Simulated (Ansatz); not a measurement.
# GeH₅ (doublet): the correlation ladder at distance Ge1–H5 along a hydrogen transfer = 1.534 Å, cc-pVDZ

How much of the correlation energy of GeH₅ (doublet) does each wave-function method recover here?

Method: cc-pVDZ, core rule «outside noble gas», up to 14 orbitals frozen; program: Ansatz 0.2.0, Gaussian basis.

To be run: UHF; CCSD(T) on ROHF; CCSD(T) on UHF; BCCD(T) on ROHF; CISD; CCSDT(Q) on ROHF; CCSDT(Q) on UHF; CCSDTQ on ROHF; CASSCF and MRCISD+Q, 3 electrons in 3 orbitals; CASSCF and NEVPT2, 3 electrons in 3 orbitals; CASSCF and MRCISD+Q, 9 electrons in 9 orbitals; CASSCF and NEVPT2, 9 electrons in 9 orbitals.

### 1 The geometry

The geometry derives from fragments relaxed apart (PBE0/def2-TZVP) and kept rigid, so it is no stationary point. A hydrogen atom is moved between rigid fragments. No spin-orbit coupling is included. The filled d shell of Ge may be among the frozen orbitals whatever the setting's name suggests; the logs give the count.

6 atoms, charge 0, spin multiplicity 2.

Atoms are counted from 1 here; the program's logs count them from 0.

Bond lengths: Ge1–H2 1.534 Å, Ge1–H3 1.534 Å, Ge1–H4 1.534 Å, Ge1–H5 1.534 Å. Angles: H2–Ge1–H3 109.5°, H2–Ge1–H4 109.5°, H2–Ge1–H5 109.5°, H3–Ge1–H4 109.5°, H3–Ge1–H5 109.5°, H4–Ge1–H5 109.5°.

### 2 UHF

in.yaml reads:

```yaml
crystal:
  periodic: [false, false, false]
  atoms:
    - {symbol: Ge, position_ang: [-0.037993, 0.000000, 0.000000]}
    - {symbol: H, position_ang: [-0.549442, 1.446599, 0.000000]}
    - {symbol: H, position_ang: [-0.549442, -0.723300, 1.252791]}
    - {symbol: H, position_ang: [-0.549442, -0.723299, -1.252792]}
    - {symbol: H, position_ang: [1.496357, 0.000000, 0.000000]}
    - {symbol: H, position_ang: [2.890007, 0.000000, 0.000000]}
basis:
  gaussian: {orbitals: cc-pVDZ}
magnetization: {spin_polarized: true, initial_magnetization: 1}
hamiltonian: {xc: hf}
output: {orbitals: {seedname: orbitals}}
```

The run is started by

```console
ansatz run in.yaml --threads 1 --pin off --events-out ev --progress --plain --max-ram 2816MiB --backend cpu
```

The runs that follow: CCSD(T) on ROHF; CCSD(T) on UHF; BCCD(T) on ROHF; CISD; CCSDT(Q) on ROHF; CCSDT(Q) on UHF; CCSDTQ on ROHF; CASSCF and MRCISD+Q, 3 electrons in 3 orbitals; CASSCF and NEVPT2, 3 electrons in 3 orbitals; CASSCF and MRCISD+Q, 9 electrons in 9 orbitals; CASSCF and NEVPT2, 9 electrons in 9 orbitals.

Q: Predict the results of all the runs planned. Wanted: RCCSDTQ below the RHF energy; RMP2 from RCCSDTQ; UMP2 from RCCSDTQ; RCCSD from RCCSDTQ; RCCSD(T) from RCCSDTQ; UCCSD(T) from RCCSDTQ; RCCSDT(Q) from RCCSDTQ; UCCSDT(Q) from RCCSDTQ; NEVPT2 pair from RCCSDTQ.

**Answer**, as computed:

| quantity | value |
| --- | --- |
| RCCSDTQ below the RHF energy | -4.1694 eV |
| RMP2 from RCCSDTQ | +952.9 meV |
| UMP2 from RCCSDTQ | +943.4 meV |
| RCCSD from RCCSDTQ | +91.5 meV |
| RCCSD(T) from RCCSDTQ | +19.5 meV |
| UCCSD(T) from RCCSDTQ | +19.2 meV |
| RCCSDT(Q) from RCCSDTQ | +0.5 meV |
| UCCSDT(Q) from RCCSDTQ | +0.1 meV |
| NEVPT2 pair from RCCSDTQ | +928.0 meV |
| NEVPT2 valence from RCCSDTQ | +765.3 meV |
| MRCISD+Q valence from RCCSDTQ | +15.2 meV |
| levels within 1 kcal/mol (43 meV) | RCCSD(T), UCCSD(T), BCCD(T), RCCSDT, UCCSDT, RCCSDT(Q), UCCSDT(Q), MRCISD+Q valence |
| T1 diagnostic | 0.019 |
| effectively unpaired electrons | 1.02 |

**Reading.** RCCSD(T) misses by +19.5 meV, 0.5 % of the correlation energy. One determinant dominates. Of the multireference levels listed MRCISD+Q valence comes nearest in total energy (+15.2 meV), which doesn't show that its space is the better one. These misses are within one basis, not against nature; the frozen cores of restricted and unrestricted runs differ, which can shift their rows.
